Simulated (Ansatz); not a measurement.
**K: pressure up to the limit of the methods**

One table from this session's results is given with a row withheld; the runs are named, their logs left out.

Method: DFT LDA, with the methods named in each step, in Ansatz 0.2.0.

1 further run of the same task is left out (it didn't finish). Runs told in other sessions of the task aren't counted.

## The system as given

It takes space group Fm-3m (No. 225, cubic). Conventional cell: a = 6.361 Å, b = 6.361 Å, c = 6.361 Å, α = 90.00°, β = 90.00°, γ = 90.00°. K (site symmetry m-3m) has 12 K at 4.50 Å in its first shell of neighbours.

Structure file:

```cif
data_structure
_symmetry_space_group_name_H-M 'P 1'
_symmetry_Int_Tables_number 1
_cell_length_a 4.4976
_cell_length_b 4.4976
_cell_length_c 4.4976
_cell_angle_alpha 60.000
_cell_angle_beta 60.000
_cell_angle_gamma 60.000
_cell_volume 64.33
loop_
_atom_site_label
_atom_site_type_symbol
_atom_site_fract_x
_atom_site_fract_y
_atom_site_fract_z
_atom_site_occupancy
K1 K 0.00000 0.00000 0.00000 1
```

Whether this phase is the stable one at these pressures isn't tested.

Set-up of the first run:

Input file input.yaml:

```yaml
crystal:
  lattice:
    - [0.0, 3.1802824005, 3.1802824005]
    - [3.1802824005, 0.0, 3.1802824005]
    - [3.1802824005, 3.1802824005, 0.0]
  atoms:
    - { symbol: K, position: [0.0, 0.0, 0.0] }
kpoints:
  mp_grid: { grid: [12, 12, 12] }
scf:
  occupations: { method: fermi_dirac, width: 0.08 }
hamiltonian:
  xc: lda
  pseudopotentials: { kind: paw }
output:
  forces: true
  stress: true
relax:
  f_tol: 0.005
  max_steps: 40
  cell: {}
```

Started as:

```
ansatz run input.yaml --threads 1 --pin off --max-ram 2048MiB --backend cpu --events-out ev --progress --plain --runs-dir out
```

Among the steps run: Cell relaxed at zero pressure, PAW; Volume scaled by 1, PAW; Volume scaled by 0.92, PAW; Volume scaled by 0.84, PAW; Volume scaled by 0.76, PAW; Volume scaled by 0.68, PAW; Volume scaled by 0.6, PAW; Volume scaled by 0.52, PAW; Volume scaled by 0.45, PAW; Volume scaled by 0.45, PAW (level accurate).

One of the session's tables, all rows but one given; the rest of the session is left out.

 The rows PAW, 0.45 and PAW (level accurate), 0.45 agree to the last digit and may rest on the same set-up.

```
              method  volume over the first  volume (Å³/atom)  pressure (GPa)
                 PAW                      1            64.332            0.00
                 PAW                   0.92            59.185            0.44
                 PAW                   0.84            54.039            1.08
                 PAW                   0.76            48.892            2.05
                 PAW                   0.68            43.746            3.54
                 PAW                    0.6                 ?               ?
                 PAW                   0.52            33.453            9.42
                 PAW                   0.45            28.949           13.73
PAW (level accurate)                   0.45            28.949           13.73
```

Q: Estimate the row for PAW, 0.6 from the others.

The run gave: volume (Å³/atom): 38.599; pressure (GPa): 5.87. In the column «volume (Å³/atom)» it lies between PAW, 0.52 (33.453) and PAW, 0.68 (43.746).
